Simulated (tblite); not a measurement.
# C5H6FNSi: the cost of one run

The runs use tblite 0.8.0 and PySCF 2.14.0, with density-fitted response routines of our own; the level of theory stands in each step. All values are computed, except where a source is named. Atoms are numbered from 0 throughout.

## Step 1: Starting geometry

14 atoms, charge 0, multiplicity 1; geometry from: force field or distance geometry start.

Bonds of the start (Å): C0–C1 1.33, C1–C2 1.48, C2–C3 1.30, C3–C4 1.45, C4–N5 1.17, C1–Si6 1.84, Si6–F7 1.71, C0–H8 1.08, C0–H9 1.08, C2–H10 1.09, C3–H11 1.09, Si6–H12 1.46, Si6–H13 1.48.

## Step 2: Optimising the geometry with GFN2-xTB

What the job is given:

```
{"job": {"kind": "relax", "xc": "GFN2-xTB", "basis": "xTB"}, "charge": 0, "multiplicity": 1}
C     -0.977700     1.357600    -1.236900
C     -0.566500     0.431200    -0.377500
C      0.888100     0.176400    -0.360400
C      1.464300    -0.693800     0.415700
C      2.907700    -0.844800     0.329500
N      4.069000    -0.964500     0.230300
Si    -1.729700    -0.468600     0.731400
F     -1.830900     0.371600     2.215800
H     -0.200500     1.815100    -1.828400
H     -2.026400     1.601500    -1.299700
H      1.508200     0.752100    -1.050500
H      0.884500    -1.294700     1.118200
H     -1.344000    -1.846400     1.024600
H     -3.046700    -0.392900     0.065500
```

The run is started by

```bash
$ OMP_NUM_THREADS=1 python probes_run.py task.json out
```

This one command runs all jobs of the session in turn.

**Question.** How long does this first job take on 1 thread of Arm Neoverse N1, shared host, and how much memory does it need?

About 1.1 s, with a peak of 0.18 GiB.
